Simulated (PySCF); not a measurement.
**Fe²⁺: excitation energy in x2c-TZVPPall plus 1 even-tempered diffuse shell per l**

Wanted: the excitation energy of iron, up a ladder of methods.

The numbers are computed with PySCF 2.14.0 (unrestricted determinants in a Gaussian basis, no spin-orbit coupling in the energies), except any that are marked as measured or tabulated.

**1. The system**

| Quantity | Value |
| --- | --- |
| Element | iron (Z = 26) |
| Basis | x2c-TZVPPall with one added diffuse shell each of s, p, d, f type (7s6p5d3f1g, 80 functions) |
| Hamiltonian | scalar relativity by spin-free X2C-1e |
| State 1 | Fe²⁺: [Ar] 3d5 4p1, high-spin 7P determinant (an excited configuration) |
| Needed too, but not shown | Fe²⁺ [Ar] 3d6 (5D) |
| Methods | CCSD(T) |
| Core shells frozen in the correlated runs | valence and next inner shell: [Ne] (for Fe²⁺) |

The outer shells:

Fe2+ [Ar] 3d5 4p1
```
[Ar] core
3d [↑ ][↑ ][↑ ][↑ ][↑ ]
4p [↑ ][  ][  ]
```

The runs were made by one driver on top of PySCF. The scripts below sum up each run's settings (the driver also hands on starting orbitals that pick excited configurations, and frozen orbitals as a list rather than a count), and the logs come from the driver's own runs. The driver starts from symmetry-adapted Hartree-Fock orbitals, holds the occupation by maximum overlap and uses a logarithmic radial grid for functionals, so a plain start would take other cycles.

The integrals over 80 functions and the set-up took 1.1 s of CPU time.

**2. Fe²⁺ [Ar] 3d5 4p1: CCSD(T) (valence and next inner shell)**

#### CCSD(T) (valence and next inner shell)

File input.py:

```python
from pyscf import gto, scf, dft, mp, cc
import basis_set_exchange as bse
mol = gto.M(atom="Fe 0 0 0", charge=2, spin=6, symmetry="D2h",
            basis=gto.basis.parse(bse.get_basis("x2c-TZVPPall", elements=["Fe"], fmt="nwchem", augment_diffuse=1)),
            nucmod="G")
mf = scf.UHF(mol).sfx2c1e()
mf.irrep_nelec = {'Ag': (5, 3), 'B1g': (1, 0), 'B2g': (1, 0), 'B3g': (1, 0), 'B1u': (2, 2), 'B2u': (3, 2), 'B3u': (2, 2)}
mf.kernel()
mycc = cc.CCSD(mf, frozen=5).run()
mycc.ccsd_t()
```

Output:

```text
CC2 = 0
CCSD nocc = (np.int64(10), np.int64(4)), nmo = (75, 75)
frozen orbitals [[0, 1, 2, 3, 4], [0, 1, 2, 3, 4]]
max_cycle = 100
direct = 0
conv_tol = 1e-08
conv_tol_normt = 1e-06
diis_space = 8
diis_start_cycle = 0
Init t2, MP2 energy = -0.386482047189876
Init E_corr(UCCSD) = -0.38648204719341
cycle = 1  E_corr(UCCSD) = -0.388457456628136  dE = -0.00197540943  norm(t1,t2) = 0.0332398
cycle = 2  E_corr(UCCSD) = -0.392396669234785  dE = -0.00393921261  norm(t1,t2) = 0.00860021
cycle = 3  E_corr(UCCSD) = -0.392679719881634  dE = -0.000283050647  norm(t1,t2) = 0.00365309
cycle = 4  E_corr(UCCSD) = -0.392936867811541  dE = -0.00025714793  norm(t1,t2) = 0.00116603
cycle = 5  E_corr(UCCSD) = -0.392894141933675  dE = 4.27258779e-05  norm(t1,t2) = 0.000246344
cycle = 6  E_corr(UCCSD) = -0.392894330475279  dE = -1.88541604e-07  norm(t1,t2) = 0.000189717
cycle = 7  E_corr(UCCSD) = -0.392893558046366  dE = 7.72428913e-07  norm(t1,t2) = 0.000689387
cycle = 8  E_corr(UCCSD) = -0.392898188055665  dE = -4.6300093e-06  norm(t1,t2) = 2.68209e-05
cycle = 9  E_corr(UCCSD) = -0.392898104019702  dE = 8.40359634e-08  norm(t1,t2) = 4.67044e-06
cycle = 10  E_corr(UCCSD) = -0.392897943618235  dE = 1.60401467e-07  norm(t1,t2) = 1.72724e-06
cycle = 11  E_corr(UCCSD) = -0.392897999815347  dE = -5.61971124e-08  norm(t1,t2) = 6.09034e-07
cycle = 12  E_corr(UCCSD) = -0.392897995686212  dE = 4.12913531e-09  norm(t1,t2) = 1.51358e-07
UCCSD converged
E(UCCSD) = -1270.620671792046  E_corr = -0.3928979956862121
UCCSD(T) correction = -0.00636057008318668
```

CPU time 61 s on a shared host, the integrals not counted.

CCSD correlation -0.39290 hartree, triples -0.00636; total -1270.627032. T1 = 0.007, largest double amplitude 0.026.

**3. The energy differences**

Excitation energy: Fe²⁺ [Ar] 3d6 (5D) → Fe²⁺ [Ar] 3d5 4p1 (7P).

```csv
method,value (eV),less CCSD(T) (valence and next inner shell) (eV)
UHF,8.473,-1.330
MP2 (valence and next inner shell),10.022,+0.219
SCS-MP2 (valence and next inner shell),10.162,+0.359
CCSD (valence and next inner shell),9.772,-0.032
CCSD(T) (valence and next inner shell),9.803,+0.000
```

The differences also use runs on Fe²⁺ [Ar] 3d6 (5D), which are not shown here. The runs at UHF, MP2 (valence and next inner shell) are not shown; their differences are listed all the same.

**4. Results**

```
                              quantity                                                       value
excitation energy, Fe²⁺ → [Ar] 3d5 4p1  UHF 8.473, CCSD(T) (valence and next inner shell) 9.803 eV
```

Each level's miss (mean over 1 difference):

```csv
method,mean absolute miss against CCSD(T) (valence and next inner shell) (eV)
UHF,1.330
MP2 (valence and next inner shell),0.219
SCS-MP2 (valence and next inner shell),0.359
CCSD (valence and next inner shell),0.032
CCSD(T) (valence and next inner shell),0.000
```

The methods span 1.689 eV, from UHF (8.473) to SCS-MP2 (valence and next inner shell) (10.162). No reference value is at hand in this session. All values hold for this basis alone; no basis-set limit was taken.
